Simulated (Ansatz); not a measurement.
CH5AlOSeSi, SMILES [SeH]C1[O][AlH][SiH2]1, a ladder of methods at one geometry

Program: the Ansatz DFT code, driven from Python.

The cells in order, each with its output:

**Cell 1**
```python
from pathlib import Path
import warnings

import ansatz as az
import numpy as np
```

**Cell 2**
```python
GEOMETRY = '''
Se   -0.46010   -0.80800    2.16790
C     0.65620   -0.55100    0.61000
O     0.30460   -1.49350   -0.39540
Al   -0.18420   -0.39250   -1.76550
Si    0.40970    1.11230   -0.20460
H    -1.77040   -0.63960    1.28300
H     1.74650   -0.66620    0.92190
H    -1.60410   -0.34100   -2.56290
H    -0.68490    1.92390    0.43860
H     1.66990    1.80450   -0.49010
'''
```

**Cell 3**
```python
warnings.simplefilter('ignore', az.DeckWarning)
```

**Cell 4**
```python
molecule = az.Crystal.molecule()
for line in GEOMETRY.strip().splitlines():
    symbol, *xyz = line.split()
    molecule = molecule.atom(symbol, [float(v) for v in xyz])
```

**Cell 5**
```python
base = molecule.calculation().basis(gaussian='def2-SVP')

print('functional    E (Ha)        dipole (D)   HOMO (eV)  LUMO (eV)')
for name in ['lc_wpbe', 'b3lyp', 'r2scan0', 'revpbe', 'blyp']:
    data = base.functional(name).forces().orbitals().run(runs_dir='runs').report
    lines = Path(data['orbitals_path']).read_text().splitlines()
    field_of = lambda key: [line.split('=')[1].strip() for line in lines if line.startswith(key)]
    orbitals = [(27.211386 * float(e), s, float(n)) for e, s, n in zip(field_of('Ene='), field_of('Spin='), field_of('Occup='))]
    homo = max(e for e, _, n in orbitals if n > 0.5)
    lumo = min(e for e, _, n in orbitals if n < 0.5)
    dipole = 4.803205 * np.linalg.norm(data['charge_distribution']['dipole_moment_e_ang'])
    print(f'{name:10s} {data["free_energy_ev"] / 27.211386246:14.6f} {dipole:9.3f} {homo:11.3f} {lumo:10.3f}')
```
Output:
```text
functional    E (Ha)        dipole (D)   HOMO (eV)  LUMO (eV)
lc_wpbe      -3048.637390     3.274      -8.640     -0.559
b3lyp        -3049.291720     2.845      -5.802     -2.777
r2scan0      -3049.063425     3.178      -6.220     -2.537
revpbe       -3048.872766     2.572      -4.907     -3.232
blyp         -3049.211609     2.474      -4.746     -3.161
```

Notes:
- Total energies depend on the basis set; only differences at equal settings carry meaning.
- The geometry is a force-field or estimated start, not a minimum of this method, and the basis set is short of its limit. A lower total doesn't mark the better method: functionals have no common bound, and MP2 and coupled cluster aren't variational.
- b3lyp holds the VWN-RPA fit, as in Gaussian; the form of ORCA and Turbomole is b3lyp5.
- Levels such as HOMO and LUMO are orbital energies: with these approximate functionals they aren't the ionisation energy and electron affinity, and their gap isn't the fundamental gap.
- Hardware and time: 42 s on 1 thread of Arm Neoverse V1, with other jobs on the host, peak memory 0.4 GiB.

(Lines on the test bed's own set-up are left out of the output.)
